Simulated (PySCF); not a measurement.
# CH8BOP: the cost of one run

Programs: PySCF 2.14.0, with density-fitted response routines of our own. Each step states its level of theory. These are calculated values for one molecule, in the gas phase or a continuum, unless marked as measured. Atoms count from 0, in the outputs and in this text.

## Step 1: The starting structure

12 atoms, charge 0, multiplicity 1; geometry from: GFN2-xTB. The atoms were then displaced at random by about 0.01 Å, so the start is not that level's minimum.

Bonds of the start (Å): C0–O1 1.37, O1–B2 1.49, B2–P3 1.99, C0–H4 1.11, C0–H5 1.09, C0–H6 1.12, B2–H7 1.18, B2–H8 1.20, P3–H9 1.38, P3–H10 1.36, P3–H11 1.36.

## Step 2: Relaxing the molecule at PBE0-D3(BJ)/def2-SVP

Job settings and geometry (Å):

```
{"job": {"xc": "PBE0", "basis": "def2-SVP", "d3": "d3bj", "grid": 1, "shake": 0.01, "kind": "geom"}, "charge": 0, "multiplicity": 1}
C     -1.704720     0.695560     0.391050
O     -0.379980     0.361910     0.358390
B      0.044020    -1.058950     0.264380
P      1.805070    -0.140080     0.323380
H     -2.239140     0.378550    -0.533990
H     -2.234400     0.279990     1.249550
H     -1.784420     1.807260     0.455130
H     -0.108420    -1.593820    -0.772940
H     -0.123380    -1.716090     1.260220
H      1.825420     0.677280     1.432070
H      3.110150    -0.528880     0.309300
H      1.829490     0.808990    -0.652460
```

Launch:

```sh
$ OMP_NUM_THREADS=1 python probes_run.py task.json out
```

One launch serves the whole session: the jobs run in the order shown.

**Question.** How long does this first job take on 1 thread of Arm Neoverse V1, shared host, and how much memory does it need?

About 29 s, with a peak of 0.4 GiB.
